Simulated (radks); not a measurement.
**Tc⁺ in [Kr] 4d5 5s1: an all-electron calculation**

What are the levels of the technetium ion Tc+, how large are its shells, and how does its energy divide?

Method: Dirac Kohn-Sham, XLYP, spin-unpolarised, spherical densities, finite nucleus; open shells fill j = l - 1/2 first. Code: radks (a radial shooting solver on a logarithmic mesh, Libxc functionals) version 1.

## (1) The atom as given

| Item | Value |
| --- | --- |
| element | technetium (Z = 43) |
| charge | +1 |
| electrons | 42 |
| configuration | [Kr] 4d5 5s1 |
| nuclear rms radius | 4.4112 fm |

## (2) Self-consistent calculation

Input:

```text
Z 43
configuration [Kr] 4d5 5s1
relativity Dirac
functional xlyp
spin unpolarised
j_filling energy
nucleus finite rms 4.4112 fm
c 137.035999084
```

Q: Predict the outcome of this run.

**Answer**, as computed:

| quantity | value |
| --- | --- |
| total energy | -4286.92741 hartree |
| exchange-correlation share of it | 3.02 % |
| −T/E | 1.0388 |
| highest occupied level | 5s1/2, -11.432 eV |
| most extended occupied level | 5s1/2, <r> = 3.05 bohr |
| radius at density 0.001 e/bohr³ | 4.23 bohr |
| maxima of the radial density | 4 |
| ionisation energy, NIST | 15.260 (semi-emp.) eV |

**Reading.** 5 principal shells are occupied and 4 maxima appear in the radial density; where shells overlap, one shows as a shoulder or not at all. −T/E is 1.039: with relativity the kinetic term as defined here no longer equals −E. Minus the highest eigenvalue, 11.432 eV, is 75 % of the tabulated ionisation energy (15.260 eV); the potential of a semilocal functional falls off too fast, so its top eigenvalue is too shallow. Spin polarisation and multiplet splitting are left out.
